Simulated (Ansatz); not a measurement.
# C₂H₅NOSn: one species, many methods

Aim: compute C₂H₅NOSn with functionals from several rungs and with coupled cluster, and see how far each lands from CCSD(T) at the basis-set limit for the atomisation energy.

The runs use Ansatz 0.2.0, Gaussian basis; functionals in def2-TZVPP, the program's frozen cores in correlated methods.

Plan: PBE-D4, r2SCAN-D4, PBE0-D4, B3LYP-D4, ωB97X-V, ωB97M-V, B2PLYP; CCSD(T)/def2-TZVPP; MP2/def2-QZVPP; extrapolation to the limit.

## (1) Structure used throughout

The geometry comes from an earlier relaxation with PBE0-D4 in a triple-zeta def2 set; it is a stationary point, not always the lowest conformer. Sn takes the def2 core potential; no spin-orbit term is included.

SMILES `NC#[C][SnH2][OH]`, 10 atoms, charge 0, spin multiplicity 1.

Atoms are counted from 1 here; the program's logs count them from 0.

Bond lengths: N1–C2 1.334 Å, N1–H6 1.008 Å, N1–H7 1.008 Å, C2–C3 1.214 Å, C3–Sn4 2.060 Å, Sn4–O5 1.970 Å, Sn4–H8 1.702 Å, Sn4–H9 1.702 Å, O5–H10 0.960 Å. Angles: C2–N1–H6 116.6°, C2–N1–H7 116.6°, H6–N1–H7 113.7°, N1–C2–C3 177.7°, C2–C3–Sn4 179.2°, C3–Sn4–O5 107.2°, C3–Sn4–H8 111.2°, C3–Sn4–H9 111.2°, O5–Sn4–H8 106.6°, O5–Sn4–H9 106.6°, H8–Sn4–H9 113.7°, Sn4–O5–H10 110.9°.

Geometry (Å):

```xyz
10
C2H5NOSn
N     2.56730    1.10623   -0.12315
C     1.39748    0.47495   -0.00907
C     0.35623   -0.13675    0.11653
Sn   -1.39483   -1.19752    0.34172
O    -2.84672   -0.09226   -0.40085
H     2.69928    1.91905    0.45818
H     2.93363    1.21124   -1.05634
H    -1.36344   -2.63525   -0.56872
H    -1.76089   -1.43852    1.98626
H    -2.50492    0.73763   -0.74174
```

## (2) PBE-D4 (GGA)

in.yaml reads:

```yaml
crystal:
  periodic: [false, false, false]
  atoms:
    - {symbol: N, position_ang: [2.567297, 1.106228, -0.123152]}
    - {symbol: C, position_ang: [1.397475, 0.474951, -0.009073]}
    - {symbol: C, position_ang: [0.356230, -0.136746, 0.116526]}
    - {symbol: Sn, position_ang: [-1.394833, -1.197525, 0.341717]}
    - {symbol: O, position_ang: [-2.846715, -0.092257, -0.400854]}
    - {symbol: H, position_ang: [2.699279, 1.919053, 0.458177]}
    - {symbol: H, position_ang: [2.933625, 1.211238, -1.056339]}
    - {symbol: H, position_ang: [-1.363444, -2.635248, -0.568718]}
    - {symbol: H, position_ang: [-1.760893, -1.438524, 1.986255]}
    - {symbol: H, position_ang: [-2.504920, 0.737630, -0.741738]}
basis:
  gaussian: {orbitals: def2-TZVPP}
hamiltonian: {xc: pbe, dispersion: d4}
output: {forces: true, orbitals: {seedname: orbitals}}
```

Run with:

```sh
$ ansatz run in.yaml --threads 4 --pin off --events-out ev --progress --plain --max-ram 10444MiB
```

Further steps of the session: r2SCAN-D4 (meta-GGA); PBE0-D4 (hybrid); B3LYP-D4 (hybrid); ωB97X-V (range-separated); ωB97M-V (range-separated); B2PLYP (double hybrid); CCSD(T) in def2-TZVPP; MP2 in def2-QZVPP.

Before running them: what should the planned runs give, taken together? Wanted: atomisation energy, CCSD(T)/CBS; farthest; mean size of error, hybrid; mean size of error, range-separated; gap, smallest and largest; T1 diagnostic; triples share of the correlation energy.

**Answer**, as computed:

```
                               quantity                                           value
        atomisation energy, CCSD(T)/CBS                                  853.2 kcal/mol
functionals within 8.5 kcal/mol (1.0 %)  r2SCAN-D4, PBE0-D4, B3LYP-D4, ωB97X-V, ωB97M-V
                               farthest                         PBE-D4 (+21.6 kcal/mol)
             mean size of error, hybrid                                    4.7 kcal/mol
    mean size of error, range-separated                                    1.2 kcal/mol
              gap, smallest and largest            4.54 eV (PBE-D4), 10.67 eV (ωB97X-V)
                          T1 diagnostic                                          0.0138
triples share of the correlation energy                                           3.9 %
```

PBE-D4 misses by +21.6 kcal/mol. Double hybrids carry the basis error of their MP2 part in triple zeta, and no dispersion term here, so their miss is partly the set-up's. Misses under about 8.5 kcal/mol are within the doubt on the reference itself, which lacks core-valence correlation, spin-orbit coupling and higher excitations, and its outer-core shells are covered unevenly. All levels share the lack of spin-orbit coupling, which lowers the free heavy atoms and so the true binding. Hartree-Fock recovers 66 % of the binding; the rest is correlation. Orbital gaps span 4.5 to 10.7 eV; exact exchange widens them. Correlated methods include outer-core shells of Sn, which these sets cover unevenly.
